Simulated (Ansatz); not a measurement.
# CrB (octet): the correlation ladder, def2-SVP

How much of the correlation energy of CrB (octet) does each wave-function method recover here?

The runs use Ansatz 0.2.0, Gaussian basis; def2-SVP, core rule «outside noble gas», up to 10 orbitals frozen.

To be run: UHF; CCSD(T) on ROHF; CCSD(T) on UHF; CISD; CCSDT(Q) on ROHF; CCSDT(Q) on UHF; CCSDTQ on ROHF; CASSCF and MRCISD+Q, 9 electrons in 10 orbitals; CASSCF and NEVPT2, 9 electrons in 10 orbitals.

9 further runs of the same task are left out: 3 for a known fault of the program, 1 that didn't finish, 5 set aside as unsound or not needed.

### 1 The system

The geometry is a PBE0/def2-TZVP stationary point (not a proven minimum) of the parent state, kept for this charge and spin.

2 atoms, charge 0, spin multiplicity 8.

Atoms are counted from 1 here; the program's logs count them from 0.

Bond lengths: Cr1–B2 2.120 Å.

### 2 UHF

The input, in.yaml:

```yaml
crystal:
  periodic: [false, false, false]
  atoms:
    - {symbol: Cr, position_ang: [0.000000, 0.000000, 0.000000]}
    - {symbol: B, position_ang: [0.000000, 0.000000, 2.119800]}
basis:
  gaussian: {orbitals: def2-SVP}
magnetization: {spin_polarized: true, initial_magnetization: 7}
hamiltonian: {xc: hf}
output: {orbitals: {seedname: orbitals}}
```

Command:

```console
$ ansatz run in.yaml --threads 1 --pin off --events-out ev --progress --plain --max-ram 4096MiB --backend cpu
```

The runs that follow: CCSD(T) on ROHF; CCSD(T) on UHF; CISD; CCSDT(Q) on ROHF; CCSDT(Q) on UHF; CCSDTQ on ROHF; CASSCF and MRCISD+Q, 9 electrons in 10 orbitals; CASSCF and NEVPT2, 9 electrons in 10 orbitals.

Q: Predict the results of all the runs planned. Wanted: RCCSDTQ below the RHF energy; RMP2 from RCCSDTQ; UMP2 from RCCSDTQ; RCCSD from RCCSDTQ; RCCSD(T) from RCCSDTQ; UCCSD(T) from RCCSDTQ; RCCSDT(Q) from RCCSDTQ; UCCSDT(Q) from RCCSDTQ; NEVPT2 valence from RCCSDTQ.

**Answer**, as computed:

```
                         quantity                                                   value
     RCCSDTQ below the RHF energy                                              -4.0607 eV
                RMP2 from RCCSDTQ                                            +86.5 kJ/mol
                UMP2 from RCCSDTQ                                            +87.1 kJ/mol
               RCCSD from RCCSDTQ                                            +19.4 kJ/mol
            RCCSD(T) from RCCSDTQ                                             +5.1 kJ/mol
            UCCSD(T) from RCCSDTQ                                             +4.6 kJ/mol
           RCCSDT(Q) from RCCSDTQ                                             +0.2 kJ/mol
           UCCSDT(Q) from RCCSDTQ                                             -0.6 kJ/mol
      NEVPT2 valence from RCCSDTQ                                            +71.5 kJ/mol
    MRCISD+Q valence from RCCSDTQ                                             +3.5 kJ/mol
levels within 1 kcal/mol (43 meV)  RCCSDT, UCCSDT, RCCSDT(Q), UCCSDT(Q), MRCISD+Q valence
                    T1 diagnostic                                                   0.050
   effectively unpaired electrons                                                    7.03
```

RCCSD(T) misses by +5.1 kJ/mol, 1.3 % of the correlation energy. The occupations are near whole numbers, but T1 = 0.050 shows that the orbitals relax strongly. Of the multireference levels listed MRCISD+Q valence comes nearest in total energy (+3.5 kJ/mol), which doesn't show that its space is the better one. These misses are within one basis, not against nature; the frozen cores of restricted and unrestricted runs differ, which can shift their rows.
